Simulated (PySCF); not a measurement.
# C₆H₁₀O₂: excited states, part 2 of 2

PySCF 2.14.0. Atoms count from 0. The steps go on from the part before.

## (8) Excited states: TDA B97-2/def2-SVP in benzene

Job settings and geometry (Å):

```
{"job": {"kind": "states", "xc": "B97-2", "basis": "def2-SVP", "tda": true, "soc": true, "nstates": 20, "ntriplets": 5, "nquad": 4, "solvent": "benzene", "grid": 3}, "charge": 0, "multiplicity": 1}
C     -0.334433    -0.059366    -2.472400
C     -0.401635    -0.321725    -1.163892
C     -1.617841    -0.822821    -0.447184
C     -2.176193     0.182429     0.554726
O      0.618252    -0.161994    -0.243983
C      1.844682     0.346054    -0.502199
C      2.649463     0.383201     0.763840
O      2.225545     0.714014    -1.577096
H      0.563512     0.316913    -2.954127
H     -1.230904    -0.237924    -3.068525
H     -2.377838    -1.086101    -1.196927
H     -1.348464    -1.755315     0.078628
H     -1.419008     0.446399     1.307658
H     -2.488126     1.109342     0.049682
H     -3.049182    -0.229753     1.082161
H      2.686836    -0.617593     1.217262
H      3.661041     0.740763     0.543412
H      2.165679     1.051397     1.491643
```

With the program's defaults for keys left out, this is: TDA B97-2/def2-SVP excited states, vertical, IEF-PCM benzene (non-equilibrium response), spin-orbit mean-field couplings.

What it wrote:

```text
coarse grid: 14888 points
cycle   1  E = -384.4574045289  dE =  9.913e-01  |g| = 9.095e-01  |ddm| = 4.320e+00
cycle   2  E = -384.1175263826  dE =  3.399e-01  |g| = 1.599e+00  |ddm| = 2.105e+00
cycle   3  E = -384.6107747950  dE = -4.932e-01  |g| = 2.795e-01  |ddm| = 1.535e+00
cycle   4  E = -384.6261557209  dE = -1.538e-02  |g| = 7.374e-02  |ddm| = 2.766e-01
cycle   5  E = -384.6269942263  dE = -8.385e-04  |g| = 2.751e-02  |ddm| = 6.512e-02
cycle   6  E = -384.6271572361  dE = -1.630e-04  |g| = 6.166e-03  |ddm| = 2.535e-02
cycle   7  E = -384.6271655809  dE = -8.345e-06  |g| = 2.373e-03  |ddm| = 7.599e-03
final grid: 210952 points
cycle   8  E = -384.6896203401  dE = -3.388e-05  |g| = 7.232e-03  |ddm| = 3.272e-02
cycle   9  E = -384.6896026612  dE =  1.768e-05  |g| = 1.175e-02  |ddm| = 1.602e-02
cycle  10  E = -384.6896307291  dE = -2.807e-05  |g| = 8.578e-04  |ddm| = 1.003e-02
cycle  11  E = -384.6896308902  dE = -1.611e-07  |g| = 2.191e-04  |ddm| = 8.906e-04
cycle  12  E = -384.6896308962  dE = -5.967e-09  |g| = 1.374e-04  |ddm| = 2.603e-04
cycle  13  E = -384.6896308997  dE = -3.474e-09  |g| = 3.086e-05  |ddm| = 1.276e-04
cycle  14  E = -384.6896308999  dE = -2.057e-10  |g| = 8.781e-06  |ddm| = 3.377e-05
converged SCF energy = -384.6896308999

Singlet excitations
state   eV       nm        f     d(h-e)  d(exc)  Lambda  PR(NTO)  |dmu|/D   mu/D   main configurations
  1   5.6649   218.9   0.00237   0.559   2.308   0.484   1.003    1.204    1.684   H-1->L 0.95
  2   6.0075   206.4   0.16382   2.143   3.163   0.671   1.028    7.617    8.155   H->L 0.90
  3   7.5549   164.1   0.00131   1.799   3.164   0.430   1.074    6.561    6.415   H-1->L+1 0.90
  4   7.6518   162.0   0.17934   1.159   3.406   0.602   1.144    4.496    2.246   H->L+1 0.51, H->L+2 0.32
  5   7.9482   156.0   0.11792   0.567   3.314   0.471   1.419                     H->L+2 0.52, H->L+1 0.21, H-2->L 0.12
  6   8.1879   151.4   0.03571   1.539   3.351   0.495   1.234                     H-2->L 0.41, H-5->L 0.30, H-3->L 0.17
  7   8.2899   149.6   0.01750   0.821   3.399   0.428   1.941                     H-5->L 0.38, H->L+3 0.25, H-2->L 0.16
  8   8.3223   149.0   0.00374   0.937   3.595   0.381   1.904                     H->L+3 0.49, H-5->L 0.29
  9   8.5340   145.3   0.04917   2.319   3.807   0.408   1.088                     H-4->L 0.75, H-3->L 0.10
 10   8.7254   142.1   0.06281   2.030   3.980   0.303   1.030                     H-1->L+2 0.95
 11   8.7522   141.7   0.15737   0.687   3.595   0.459   2.147                     H->L+4 0.32, H-3->L 0.26, H-4->L 0.12
 12   8.8914   139.4   0.11439   0.908   3.684   0.443   2.023                     H->L+4 0.36, H-6->L 0.14, H-3->L 0.12
 13   9.1272   135.8   0.01864   1.415   3.765   0.362   1.029                     H->L+5 0.79, H->L+4 0.11
 14   9.3184   133.1   0.10084   0.937   4.022   0.422   2.262                     H-1->L+3 0.47, H-6->L 0.40
 15   9.3965   131.9   0.01900   0.712   3.528   0.382   1.304                     H->L+6 0.68, H-2->L+1 0.10
 16   9.4165   131.7   0.02110   0.533   3.732   0.475   1.982                     H-2->L+1 0.61, H-1->L+3 0.17
 17   9.5484   129.8   0.07836   0.617   3.420   0.486   2.785                     H-5->L+1 0.31, H-1->L+3 0.18, H-6->L 0.14
 18   9.6367   128.7   0.03927   0.263   3.155   0.505   1.893                     H-5->L+1 0.48, H-3->L+1 0.14, H-6->L 0.10
 19   9.6969   127.9   0.00829   1.230   3.045   0.403   1.720                     H-8->L 0.52, H-4->L+1 0.23, H-7->L 0.13
 20   9.7621   127.0   0.01065   0.771   3.680   0.457   3.001                     H-7->L 0.35, H-4->L+1 0.16, H->L+7 0.11

Triplet excitations (Tamm-Dancoff)
state   eV     d(h-e)  d(exc)  Lambda  PR(NTO)   main configurations
  1   4.3582   0.377   2.335   0.687   1.016   H->L 0.76, H->L+1 0.21
  2   5.1758   0.564   2.217   0.482   1.005   H-1->L 0.91
  3   5.9244   1.392   2.710   0.726   1.167   H->L+1 0.62, H->L 0.19
  4   6.7924   0.579   2.528   0.589   1.144   H-3->L 0.35, H-2->L 0.24, H->L+1 0.12
  5   7.3665   1.472   3.076   0.439   1.159   H-1->L+1 0.79
S1 - T1 = 1.3067 eV

Spin-orbit couplings |<S|Hso|T>| (cm-1)
             T1       T2       T3       T4       T5
S0        0.509   52.170    0.636    0.385   26.448
S1        7.073    0.512   18.910   34.437    0.702
S2        0.379    9.349    0.612    1.048    0.935
S3        3.927    1.041    7.636    5.328    0.465
S4        0.931    6.126    2.488    1.177    7.323
S5        2.129   10.285    2.060    1.614    7.188
S6        6.556   20.339    5.617    4.550    5.943
S7        5.660   18.182    1.396    5.768    3.712
S8        4.946   17.092    9.013    3.852    3.002
S9        6.709    3.342    7.102    6.642    2.431
S10       0.167    3.922    0.108    0.106    0.343
S11       1.400   15.197    1.985    1.192    4.522
S12       1.879    9.732    2.188    1.561    2.686
S13       1.809    0.831    1.443    1.160    0.819
S14       0.516   19.112    0.915    1.745    1.998
S15       1.953    1.624    1.363    1.155    2.805
S16       0.694    2.633    2.900    2.567   13.422
S17       3.482   13.939    5.007    7.585   18.452
S18       3.858   12.293    6.378    6.961   18.908
S19       1.543   13.584    8.039    6.342    3.105
S20       1.863    6.171    3.734    1.945    8.826
T1 sublevels (cm-1): 0.000 0.003 0.003   radiative rates (1/s): 0.0269 0.331 0.0258
```

Run time: 60 s. Hardware: 1 thread of Arm Neoverse V1, shared host; peak memory 0.86 GiB.

From this job:

| quantity | value |
| --- | --- |
| S1 less T1 | 1.31 eV |

## (9) Summary of results

The summary covers parts 1 to 2.

```
                                                quantity                               value
                                             point group                                  C1
                    rotational constants (main isotopes)                3.41, 1.37, 1.05 GHz
             S1 less T1 (step 3, TDA CAM-B3LYP/def2-SVP)                             1.42 eV
S1 less T1 (step 4, TDA LDA/def2-SVP in dichloromethane)                             0.95 eV
                 S1 less T1 (step 5, TDA X3LYP/def2-SVP)                             1.32 eV
                    S1 less T1 (step 7, TDA HF/def2-SVP)                             2.86 eV
      S1 less T1 (step 8, TDA B97-2/def2-SVP in benzene)                             1.31 eV
                                                    runs  0 failed, 1 ended on unsound input
```

In words: Relaxing lowered the energy by 0.095 eV in 18 steps; the close pair that moved most is C0–H9, from 1.074 to 1.091 Å. In step 3, the number of triplets below S1 is 2, and the largest singlet-triplet spin-orbit coupling is S0–T2, 55.23 cm⁻¹. In step 4, the number of triplets below S1 is 2, and the largest singlet-triplet spin-orbit coupling is S0–T2, 46.08 cm⁻¹. In step 5, the number of triplets below S1 is 2, and the largest singlet-triplet spin-orbit coupling is S0–T2, 53.55 cm⁻¹. In step 7, the number of triplets below S1 is 3, and the largest singlet-triplet spin-orbit coupling is S0–T2, 58.55 cm⁻¹. In step 8, the number of triplets below S1 is 2, and the largest singlet-triplet spin-orbit coupling is S0–T2, 52.17 cm⁻¹.
